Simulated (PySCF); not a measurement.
**The bond of GdH, level by level**

One table from this session's results is given with a row withheld; the runs are named, their logs left out.

Method: Gd x2c-TZVPall, H x2c-TZVPall, spin-free X2C with a Gaussian nucleus; program: PySCF 2.14.0.

Set-up of the first run:

The job is set up so:

| Item | Value |
| --- | --- |
| atoms | Gd, H |
| charge | 0 |
| basis | Gd x2c-TZVPall, H x2c-TZVPall |
| Hamiltonian | spin-free X2C with a Gaussian nucleus |
| basis functions | 110 |
| electrons treated | 65 |
| masses in u | 157.9241, 1.0078 |
| levels | PBE0, PBE, r²SCAN, r²SCANh, M06-L, HSE06, HF, MP2, SCS-MP2, CCSD, CCSD(T) |
| grid | 80 radial by 434 angular points |
| occupations | held fixed by the projection of orbital angular momentum |
| dissociation limit | Gd + H, each in its ground configuration |
| starting distance in angstrom | 1.840 |
| values of 2S to try | 5, 7, 9 |

The run is started by

```bash
$ OMP_NUM_THREADS=4 python dia.py task.json out
```

Steps of the session up to this table: Input; PBE0 along the bond; Excited determinants; PBE; r²SCAN (meta-GGA); r²SCANh (hybrid meta-GGA); M06-L (meta-GGA); HSE06; ROHF (mean field); Correlated methods on the Hartree–Fock reference.

One of the session's tables, all rows but one given; the rest of the session is left out.

It belongs to the step «The curves together». Energy (eV) from each level's lowest point:

| R (Å) | ROHF | ROHF-MP2 | ROHF-SCS-MP2 | ROHF-CCSD | ROHF-CCSD(T) |
| --- | --- | --- | --- | --- | --- |
| 1.659 | 0.640 | 0.393 | 0.437 | n/a | n/a |
| 1.736 | 0.345 | 0.169 | 0.199 | 0.214 | 0.210 |
| 1.813 | 0.154 | 0.045 | 0.062 | 0.071 | 0.069 |
| 1.871 | 0.066 | 0.004 | 0.013 | 0.017 | 0.016 |
| 1.929 | ? | ? | ? | ? | ? |
| 1.987 | 0.000 | 0.026 | 0.018 | 0.014 | 0.014 |
| 2.064 | 0.021 | 0.097 | 0.081 | 0.070 | 0.070 |
| 2.160 | 0.100 | 0.232 | 0.206 | 0.186 | 0.185 |
| 2.276 | 0.251 | 0.438 | 0.403 | 0.370 | 0.367 |
| 2.430 | 0.515 | 0.757 | 0.712 | n/a | n/a |

**Question.** Estimate the row for R (Å) = 1.929.

Worked estimate for «ROHF». A straight line through the neighbours (1.871, 0.066) and (1.987, 0.000) gives 0.066 + (0.000 − 0.066) × (1.929 − 1.871) / (1.987 − 1.871) = 0.033; a parabola fitted to 4 rows on both sides gives 0.017.

As computed: ROHF: 0.016; ROHF-MP2: 0.000; ROHF-SCS-MP2: 0.000; ROHF-CCSD: 0.000; ROHF-CCSD(T): 0.000. In «ROHF» the line misses by +0.017 and the parabola by +0.001.

To keep in mind: The state is the lowest single determinant that the PBE0 search found; with open d or f shells the true ground state can be another one. At some levels the lowest empty orbital lies below the highest filled one (the two can be of opposite spin).
